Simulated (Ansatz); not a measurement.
**SiAs+ (triplet): from Hartree-Fock to the top rungs at distance Si1–As2 = 1.893 Å, cc-pVDZ**

Aim: climb from Hartree-Fock through coupled cluster and multireference methods for SiAs+ (triplet) at one geometry and basis, and see what each rung misses.

Program: Ansatz 0.2.0, Gaussian basis. Level of theory: cc-pVDZ, core rule «outside noble gas», up to 19 orbitals frozen. These are calculated values, not measurements.

To be run: UHF; CCSD(T) on ROHF; CCSD(T) on UHF; BCCD(T) on ROHF; CISD as a restricted active space (open shells left free, so some higher excitations enter); CCSDT(Q) on ROHF; CCSDT(Q) on UHF; CCSDTQ on ROHF; CCSDTQ on UHF; CASSCF and MRCISD+Q, 4 electrons in 4 orbitals; CASSCF and NEVPT2, 4 electrons in 4 orbitals; CASSCF and MRCISD+Q, 8 electrons in 8 orbitals; CASSCF and NEVPT2, 8 electrons in 8 orbitals; Full CI.

3 further runs of the same task are left out: 2 for a known fault of the program, 1 that didn't finish. Runs told in other sessions of the task aren't counted.

## Step 1: What is computed

The geometry derives from a PBE0/def2-TZVP stationary point (not a proven minimum). One bond is set to the value named and the two fragments are kept rigid. No spin-orbit coupling is included. The filled d shell of As may be among the frozen orbitals whatever the setting's name suggests.

2 atoms, charge 1, spin multiplicity 3.

Atoms are counted from 1 here; the program's logs count them from 0.

Bond lengths: Si1–As2 1.893 Å.

As a file:

```xyz
2
AsSi
Si    0.0000    0.0000    0.0000
As    0.0000    0.0000    1.8930
```

## Step 2: UHF

Contents of in.yaml:

```yaml
crystal:
  periodic: [false, false, false]
  atoms:
    - {symbol: Si, position_ang: [0.000000, 0.000000, 0.000000]}
    - {symbol: As, position_ang: [0.000000, 0.000000, 1.893000]}
basis:
  gaussian: {orbitals: cc-pVDZ}
total_charge: 1
magnetization: {spin_polarized: true, initial_magnetization: 2}
hamiltonian: {xc: hf}
output: {orbitals: {seedname: orbitals}}
```

Command:

```bash
> ansatz run in.yaml --threads 1 --pin off --events-out ev --progress --plain --max-ram 4096MiB --backend cpu
```

The runs that follow: CCSD(T) on ROHF; CCSD(T) on UHF; BCCD(T) on ROHF; CISD as a restricted active space (open shells left free, so some higher excitations enter); CCSDT(Q) on ROHF; CCSDT(Q) on UHF; CCSDTQ on ROHF; CCSDTQ on UHF; CASSCF and MRCISD+Q, 4 electrons in 4 orbitals; CASSCF and NEVPT2, 4 electrons in 4 orbitals; CASSCF and MRCISD+Q, 8 electrons in 8 orbitals; CASSCF and NEVPT2, 8 electrons in 8 orbitals; Full CI.

**Question.** What will the summary of the whole plan be? Wanted: FCI from the RHF energy; RMP2 from FCI; UMP2 from FCI; RCCSD from FCI; RCCSD(T) from FCI; UCCSD(T) from FCI; RCCSDT(Q) from FCI; UCCSDT(Q) from FCI; NEVPT2 pair from FCI.

As calculated:

| quantity | value |
| --- | --- |
| FCI from the ROHF energy | -4.7558 eV |
| RMP2 from FCI | +21.54 kcal/mol |
| UMP2 from FCI | +22.28 kcal/mol |
| RCCSD from FCI | +6.63 kcal/mol |
| RCCSD(T) from FCI | +1.24 kcal/mol |
| UCCSD(T) from FCI | +1.17 kcal/mol |
| RCCSDT(Q) from FCI | +0.06 kcal/mol |
| UCCSDT(Q) from FCI | -0.07 kcal/mol |
| NEVPT2 pair from FCI | +22.96 kcal/mol |
| MRCISD+Q pair from FCI | +3.06 kcal/mol |
| NEVPT2 valence from FCI | +14.47 kcal/mol |
| levels within 1 kcal/mol (43 meV) | RCCSDT, UCCSDT, RCCSDT(Q), UCCSDT(Q), RCCSDTQ, UCCSDTQ, MRCISD+Q valence |
| T1 diagnostic | 0.034 |
| effectively unpaired electrons | 2.13 |

**Reading.** RCCSD(T) misses by +1.24 kcal/mol, 1.1 % of the correlation energy. UCCSDT(Q), UCCSDTQ, MRCISD+Q valence fall below full CI: unrestricted runs freeze a spin-polarised core, another one than full CI's, and coupled cluster isn't variational. One determinant dominates. Of the multireference levels listed MRCISD+Q valence comes nearest in total energy (-0.22 kcal/mol), which doesn't show that its space is the better one. Coupled cluster took another determinant than the lowest Hartree-Fock one. These misses are within one basis, not against nature; the frozen cores of restricted and unrestricted runs differ, which can shift their rows.

Levels on UHF freeze UHF's core orbitals, full CI those of ROHF, so the U rows can settle a little off it for that reason alone.

With open shells the CI space here admits some higher excitations, so it is larger than plain CISD.
